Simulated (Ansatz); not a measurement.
# Ge2H6 (digermane) at 5 levels

Aim: a comparison of 5 runs (HF/3-21G, HF/def2-SVPD, wB97X/6-31G*, PBE0/def2-SVP, CCSD/def2-SVP) of Ge2H6 (digermane). 

The calculation is run with Ansatz 0.2.0.

7 further runs of the same task are left out: 2 that didn't finish, 5 set aside as unsound or not needed. Runs told in other sessions of the task aren't counted.

## (1) The system as given

Ge2H6 has 8 atoms, charge 0, and is taken as a singlet. As SMILES, `[GeH3][GeH3]`. Geometry: relaxed at PBE0-D4/def2-TZVP.

Bond lengths: Ge1–Ge2 2.420 Å, Ge1–H3 1.537 Å, Ge1–H4 1.537 Å, Ge1–H5 1.537 Å, Ge2–H6 1.537 Å, Ge2–H7 1.537 Å, Ge2–H8 1.537 Å. Some angles: Ge1–Ge2–H6 110.3°, Ge1–Ge2–H7 110.3°, Ge1–Ge2–H8 110.3°, Ge2–Ge1–H3 110.3°, Ge2–Ge1–H4 110.3°, Ge2–Ge1–H5 110.3°, H6–Ge2–H7 108.6°, H6–Ge2–H8 108.6°, H7–Ge2–H8 108.6°, H3–Ge1–H4 108.6°.

## (2) Energy and gradient at HF/3-21G (run 1)

run.yaml reads:

```yaml
crystal:
  periodic: [false, false, false]
  atoms:
    - {symbol: Ge, position_ang: [-0.569150, 0.281910, -1.029950]}
    - {symbol: Ge, position_ang: [0.569150, -0.281910, 1.029950]}
    - {symbol: H, position_ang: [-0.360530, -0.825230, -2.075830]}
    - {symbol: H, position_ang: [-2.077470, 0.442320, -0.780090]}
    - {symbol: H, position_ang: [-0.023210, 1.601970, -1.597890]}
    - {symbol: H, position_ang: [0.367430, 0.829100, 2.073090]}
    - {symbol: H, position_ang: [2.076310, -0.450460, 0.778490]}
    - {symbol: H, position_ang: [0.017470, -1.597700, 1.602230]}
basis:
  gaussian: {orbitals: 3-21G-spherical.json}
hamiltonian: {xc: hf}
accuracy: high
output: {forces: true, orbitals: {seedname: orbitals}}
```

The basis set 3-21G is read from a file made from the Basis Set Exchange's data (not shown).

On the command line:

```bash
$ ansatz run run.yaml --threads 1 --pin off --max-ram 3480MiB --events-out events.jsonl --progress --plain --runs-dir runs
```

The log of the run:

```text
Warning: RAYON_NUM_THREADS=1 ignored (pool sized by the plan → 1); use --threads N
Functional definition: HF
  name "HF"
  exchange = exact_x
  correlation = 0
966 factors; integrals over basis functions are off by at most 7.2e-9 eV
mean field evaluation 1: about -112494.3891 eV, gradient 9.9e0 eV
mean field evaluation 2: about -112494.4077 eV, gradient 9.9e0 eV
mean field evaluation 4: about -112494.9278 eV, gradient 3.0e-1 eV
mean field evaluation 8: about -112494.9295 eV, gradient 5.5e-4 eV
mean field -112494.92951064 eV, -4134.1124077140 hartree, gradient 1.3e-8 eV, S^2 0.000000; 0 other end points of the search recorded, 0 dependent functions left out
the calculation of the forces begins
reference -112494.92951064 eV, -4134.1124077140 hartree; 35, 35 occupied and 21, 21 virtual orbitals, 966 factors
Total energy: -112494.92951064 eV, -4134.1124077140 hartree
Atom 0 at    -0.569150     0.281910    -1.029950 Å, force    -0.218977     0.108423    -0.395775 eV/Å
Atom 1 at     0.569150    -0.281910     1.029950 Å, force     0.218873    -0.108285     0.395878 eV/Å
Atom 2 at    -0.360530    -0.825230    -2.075830 Å, force     0.013227    -0.021140     0.003891 eV/Å
Atom 3 at    -2.077470     0.442320    -0.780090 Å, force    -0.010989    -0.002635     0.022393 eV/Å
Atom 4 at    -0.023210     1.601970    -1.597890 Å, force     0.018356     0.013584     0.010607 eV/Å
Atom 5 at     0.367430     0.829100     2.073090 Å, force    -0.013475     0.020876    -0.003894 eV/Å
Atom 6 at     2.076310    -0.450460     0.778490 Å, force     0.011135     0.002954    -0.022337 eV/Å
Atom 7 at     0.017470    -1.597700     1.602230 Å, force    -0.018149    -0.013777    -0.010761 eV/Å
Dipole moment:     0.000002    -0.000002    -0.000002 e Å
```

Wall time 1.2 s (1 thread of Arm Neoverse V2, shared host); peak memory 0.13 GiB.

## (3) Energy and forces at HF/def2-SVPD (run 2)

input.yaml reads:

```yaml
crystal:
  periodic: [false, false, false]
  atoms:
    - {symbol: Ge, position_ang: [-0.569150, 0.281910, -1.029950]}
    - {symbol: Ge, position_ang: [0.569150, -0.281910, 1.029950]}
    - {symbol: H, position_ang: [-0.360530, -0.825230, -2.075830]}
    - {symbol: H, position_ang: [-2.077470, 0.442320, -0.780090]}
    - {symbol: H, position_ang: [-0.023210, 1.601970, -1.597890]}
    - {symbol: H, position_ang: [0.367430, 0.829100, 2.073090]}
    - {symbol: H, position_ang: [2.076310, -0.450460, 0.778490]}
    - {symbol: H, position_ang: [0.017470, -1.597700, 1.602230]}
basis:
  gaussian:
    orbitals: def2-SVPD
hamiltonian:
  xc: hf
accuracy: high
output:
  forces: true
  orbitals: {seedname: orbitals}
```

On the command line:

```bash
$ ansatz run input.yaml --threads 1 --pin off --max-ram 3480MiB --events-out events.jsonl --progress --plain --runs-dir runs
```

The log of the run (excerpt; [...] marks lines left out):

```text
Warning: RAYON_NUM_THREADS=1 ignored (pool sized by the plan → 1); use --threads N
[... 2 set-up lines as earlier in the session ...]
[...]
2493 factors; integrals over basis functions are off by at most 4.4e-9 eV
[...]
mean field -113027.72853654 eV, -4153.6924107717 hartree, gradient 2.4e-8 eV, S^2 0.000000; 0 other end points of the search recorded, 0 dependent functions left out
[...]
reference -113027.72853654 eV, -4153.6924107717 hartree; 35, 35 occupied and 89, 89 virtual orbitals, 2493 factors
Total energy: -113027.72853654 eV, -4153.6924107717 hartree
Atom 0 at    -0.569150     0.281910    -1.029950 Å, force    -0.194116     0.096109    -0.350756 eV/Å
Atom 1 at     0.569150    -0.281910     1.029950 Å, force     0.194002    -0.095958     0.350868 eV/Å
Atom 2 at    -0.360530    -0.825230    -2.075830 Å, force    -0.007478     0.020465     0.010878 eV/Å
Atom 3 at    -2.077470     0.442320    -0.780090 Å, force     0.021947    -0.000618    -0.011090 eV/Å
Atom 4 at    -0.023210     1.601970    -1.597890 Å, force    -0.012886    -0.020622     0.002669 eV/Å
Atom 5 at     0.367430     0.829100     2.073090 Å, force     0.007015    -0.020859    -0.010805 eV/Å
Atom 6 at     2.076310    -0.450460     0.778490 Å, force    -0.021757     0.001191     0.011195 eV/Å
Atom 7 at     0.017470    -1.597700     1.602230 Å, force     0.013272     0.020292    -0.002960 eV/Å
Dipole moment:     0.000002    -0.000002    -0.000001 e Å
```

Run time: 9.6 s. Hardware: 1 thread of Arm Neoverse V2, shared host; peak memory 0.46 GiB.

Run 3 isn't shown in full; the table further down has it.

## (4) Energy and forces at PBE0/def2-SVP (run 4)

input.yaml, as its differences from that of step 3:

```diff
@@ -12,9 +12,5 @@
 basis:
-  gaussian:
-    orbitals: def2-SVPD
-hamiltonian:
-  xc: hf
+  gaussian: {orbitals: def2-SVP}
+hamiltonian: {xc: pbe0}
+output: {forces: true, orbitals: {seedname: orbitals}}
 accuracy: high
-output:
-  forces: true
-  orbitals: {seedname: orbitals}
```

On the command line:

```bash
$ ansatz run input.yaml --threads 1 --pin off --max-ram 3480MiB --events-out events.jsonl --progress --plain --runs-dir runs
```

The log of the run (excerpt; [...] marks lines left out):

```text
Warning: RAYON_NUM_THREADS=1 ignored (pool sized by the plan → 1); use --threads N
Functional definition: PBE0
  name "PBE0"
[...]
1990 factors; integrals over basis functions are off by at most 9.7e-9 eV
[...]
mean field -113105.43295930 eV, -4156.5479956383 hartree, gradient 6.6e-8 eV, S^2 0.000000; 0 other end points of the search recorded, 0 dependent functions left out
[...]
reference -113105.43296194 eV, -4156.5479957352 hartree; 35, 35 occupied and 59, 59 virtual orbitals, 1990 factors
Total energy: -113105.43296194 eV, -4156.5479957352 hartree
Atom 0 at    -0.569150     0.281910    -1.029950 Å, force     0.009935    -0.004950     0.018463 eV/Å
Atom 1 at     0.569150    -0.281910     1.029950 Å, force    -0.010044     0.005097    -0.018354 eV/Å
Atom 2 at    -0.360530    -0.825230    -2.075830 Å, force     0.005375    -0.032520    -0.032105 eV/Å
Atom 3 at    -2.077470     0.442320    -0.780090 Å, force    -0.045054     0.005245     0.006164 eV/Å
Atom 4 at    -0.023210     1.601970    -1.597890 Å, force     0.015577     0.039219    -0.018062 eV/Å
Atom 5 at     0.367430     0.829100     2.073090 Å, force    -0.005441     0.032354     0.032025 eV/Å
Atom 6 at     2.076310    -0.450460     0.778490 Å, force     0.045173    -0.005142    -0.006152 eV/Å
Atom 7 at     0.017470    -1.597700     1.602230 Å, force    -0.015521    -0.039301     0.018021 eV/Å
Dipole moment:     0.000001    -0.000002    -0.000001 e Å
```

Run time: 11 s. Hardware: 1 thread of Arm Neoverse V2, shared host; peak memory 0.35 GiB.

## (5) Energy and forces at CCSD/def2-SVP (run 5)

run.yaml, as its differences from that of step 2:

```diff
@@ -12,5 +12,12 @@
 basis:
-  gaussian: {orbitals: 3-21G-spherical.json}
-hamiltonian: {xc: hf}
+  gaussian:
+    orbitals: def2-SVP
+correlation:
+  method: ccsd
+  frozen_orbitals: {Ge: 9, H: 0}
 accuracy: high
-output: {forces: true, orbitals: {seedname: orbitals}}
+scf:
+  omitted_lower_state_checks: [cluster_reference, increment]
+output:
+  forces: true
+  orbitals: {seedname: orbitals}
```

On the command line:

```bash
$ ansatz run run.yaml --threads 1 --pin off --max-ram 3480MiB --events-out events.jsonl --progress --plain --runs-dir runs
```

The log of the run:

```text
Warning: RAYON_NUM_THREADS=1 ignored (pool sized by the plan → 1); use --threads N
[... 11 lines left out ...]
18 core orbitals not correlated: weight in the atoms' cores, before any rotation towards them, 1.000 or more for the frozen orbitals, at most 0.000 for the correlated occupied ones
[... 20 lines left out ...]
Total energy: -113041.36174362 eV, -4154.1934218910 hartree
[... 8 lines left out ...]
Dipole moment:     0.000001    -0.000001    -0.000001 e Å
Checks for a lower state left out: cluster_reference, increment
```

Wall time 59 s (1 thread of Arm Neoverse V2, shared host); peak memory 0.7 GiB.

## (6) Overview of the runs

```tsv
run	level	frozen core orbitals	energy (Eh)	dipole moment (D)	HOMO energy (eV)	LUMO energy (eV)	wall time
1	HF/3-21G	–	-4134.112408	0.00	-10.61	3.73	1.2 s
2	HF/def2-SVPD	–	-4153.692411	0.00	-10.68	2.09	9.6 s
3	wB97X/6-31G* (spherical functions)	–	-4157.117565	0.00	-10.27	2.41	30 s
4	PBE0/def2-SVP	–	-4156.547996	0.00	-8.20	0.74	11 s
5	CCSD/def2-SVP	18	-4154.193422	0.00	-10.72	3.92	59 s
```

## (7) What came out

| quantity | value |
| --- | --- |
| run 5: total energy | -4154.19342 Eh |
| run 5: dipole moment (correlated density) | 0.00 D |
| run 5: HOMO energy (Hartree–Fock orbitals) | -10.72 eV |
| run 5: LUMO energy (Hartree–Fock orbitals) | 3.92 eV |
| run 5: HOMO–LUMO gap (Hartree–Fock orbitals) | 14.63 eV |
| run 5: correlation energy (18 core orbitals frozen) | -503.8 mEh |
| run 5: T1 diagnostic | 0.010 |
| run 5: largest force on an atom | 0.226 eV/Å |

What this shows: Over runs 1, 2, 3, 4 the HOMO–LUMO gap runs from 8.94 eV (PBE0/def2-SVP) to 14.34 eV (HF/3-21G). The two ends differ in method and basis. Totals of different functionals can't be ranked against each other. All runs together took 1.8 min, the longest 59 s.
